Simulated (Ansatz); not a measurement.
## Ba2Tl5V3O12 in Ansatz: convergence with k mesh

Crystal: Ba2Tl5V3O12.

```
CELL_PARAMETERS angstrom
8.15421 0.00000 0.00000
-4.07711 7.06176 0.00000
0.00000 0.00000 6.92128
ATOMIC_POSITIONS crystal
Ba 0.00000 0.00000 0.23552
Ba 0.00000 0.00000 0.76448
V 0.50000 0.00000 0.00000
V 0.00000 0.50000 0.00000
V 0.50000 0.50000 0.00000
Tl 0.50000 0.00000 0.50000
Tl 0.00000 0.50000 0.50000
Tl 0.50000 0.50000 0.50000
Tl 0.33333 0.66667 0.22489
Tl 0.66667 0.33333 0.77511
O 0.33890 0.34334 0.81444
O 0.65666 0.99556 0.81444
O 0.00444 0.66110 0.81444
O 0.34334 0.33890 0.18556
O 0.99556 0.65666 0.18556
O 0.66110 0.00444 0.18556
O 0.66110 0.65666 0.18556
O 0.34334 0.00444 0.18556
O 0.99556 0.33890 0.18556
O 0.65666 0.66110 0.81444
O 0.00444 0.34334 0.81444
O 0.33890 0.99556 0.81444
```

The cell was built by a generator and needn't be a form met in nature.

- Program: Ansatz 0.2.0
- Task: convergence study
- Functional: PBE
- Potentials or basis: Ansatz PAW
- Cutoff: 420 eV (not typed: the program's choice for these potentials)
- k mesh: 1 × 1 × 2
- Occupations: fermi-dirac, width 0.05 eV
- Spin: collinear spin, ferromagnetic start
- Starting moments: [0.0, 0.0, 2.0, 2.0, 2.0, 0.0, 0.0, 0.0, 0.0, 0.0, 0.0, 0.0, 0.0, 0.0, 0.0, 0.0, 0.0, 0.0, 0.0, 0.0, 0.0, 0.0] μB

These are the settings of the first run; the series varies k mesh, with any setting tied to it.

Hardware: 8 threads of Intel(R) Xeon(R) Platinum 8259CL CPU @ 2.50GHz (Skylake/Cascade Lake), with other jobs on the host.

Task: The values tried are 1 × 1 × 2, 2 × 2 × 2, 2 × 2 × 3, 3 × 3 × 3, 4 × 4 × 4, 5 × 5 × 5, 5 × 5 × 6, 6 × 6 × 7, loosest first. From which on does the pressure stay within 0.1 GPa of the tightest run that finished?

Result: From 5 × 5 × 5 on.

| k mesh | energy less the tightest run, at zero smearing (meV/atom) | pressure (GPa) | largest force (eV/Å) | absolute moment (μB) | SCF cycles | CPU time (s) | peak memory (GiB) |
| --- | --- | --- | --- | --- | --- | --- | --- |
| 1 × 1 × 2 | -11.79 | 0.09 | 0.667 | 0.50 | 17 | 48 | 1.3 |
| 2 × 2 × 2 | -16.08 | -0.19 | 0.025 | 0.00 | 16 | 71 | 1.9 |
| 2 × 2 × 3 | 9.63 | 0.13 | 0.016 | 0.00 | 17 | 78 | 1.9 |
| 3 × 3 × 3 | 8.08 | 0.12 | 0.017 | 0.00 | 17 | 110 | 2.2 |
| 4 × 4 × 4 | 2.26 | 0.17 | 0.055 | 0.00 | 17 | 220 | 2.7 |
| 5 × 5 × 5 | -3.05 | 0.07 | 0.034 | 0.00 | 17 | 330 | 3.1 |
| 5 × 5 × 6 | -1.58 | 0.01 | 0.015 | 0.00 | 16 | 420 | 3.3 |
| 6 × 6 × 7 | 0.00 | 0.07 | 0.020 | 0.00 | 15 | 560 | 3.9 |

Against the tightest run, the largest force stays within 0.005 eV/Å from 5 × 5 × 6 on; the absolute moment stays within 0.02 μB from 2 × 2 × 2 on. Not settled before the last step: the energy (to 1 meV/atom). Meshes of other sizes hit other points, so gaps and Fermi surfaces needn't settle smoothly. The tightest run that finished is the yardstick and may itself not be fully converged.

Caveat, for the tightest run too: the pressure holds a Pulay correction of +0.4 GPa for the finite cutoff; semilocal functionals often make such compounds metallic where correlation or magnetic order opens a gap, which also shifts bond lengths; the starting moments weren't kept. Spin-orbit coupling is left out, which matters for the levels of Ba, Tl.
